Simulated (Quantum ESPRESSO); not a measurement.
**SiTe: zone-centre phonons under several settings**

```xyz
4
Lattice="5.4236 0.0000 0.0000 0.0000 3.2636 0.0000 0.0000 0.0000 5.7184" Properties=species:S:1:pos:R:3 pbc="T T T"
Si    1.3559    1.6318    3.9959
Si    4.0677    1.6318    1.7225
Te    1.3559    0.0000    1.0740
Te    4.0677    0.0000    4.6444
```

The cell was built by a generator and needn't be a form met in nature.

All runs used Quantum ESPRESSO 7.5; k mesh 2 × 4 × 2, shifted; relaxed cell; no spin polarisation; cutoff 612 eV; occupations fermi-dirac, width 0.05 eV.

```tsv
level	potentials	volume (Å³/atom)	lowest optical mode without the field (cm⁻¹)	highest optical mode without the field (cm⁻¹)
LDA	GBRV 1.5 LDA	20.86	163i	171
PBE	GBRV 1.5 PBE	21.95	166i	153
PBEsol	GBRV 1.5 PBEsol	21.03	160i	173
revPBE	GBRV 1.5 PBE	?	?	?
```

Problem. What stands in the row left open?

Solution. Volume 22.17 Å³/atom; lowest optical mode without the field 168i cm⁻¹; highest optical mode without the field 147 cm⁻¹.

Values marked i are imaginary: the cell is unstable against those modes at that level, or the meshes are too thin.

Caveats: all runs use coarse meshes; the mesh is thin for the phonons of a metal; some modes are imaginary; the cell relaxed to another space group than the one typed; the volume moved by over 15 % at a fixed basis, so the end points are rough (some runs); the potentials were made for another functional, which shifts forces and pressure (some runs).

For the row left open. Caveat: the k mesh is coarse (spacing up to 0.58 Å⁻¹), so the values aren't converged; the mesh is thin for the phonons of a metal; the potentials were made for another functional, which shifts forces and pressure; some modes are imaginary; the cell relaxed to another space group than the one typed.
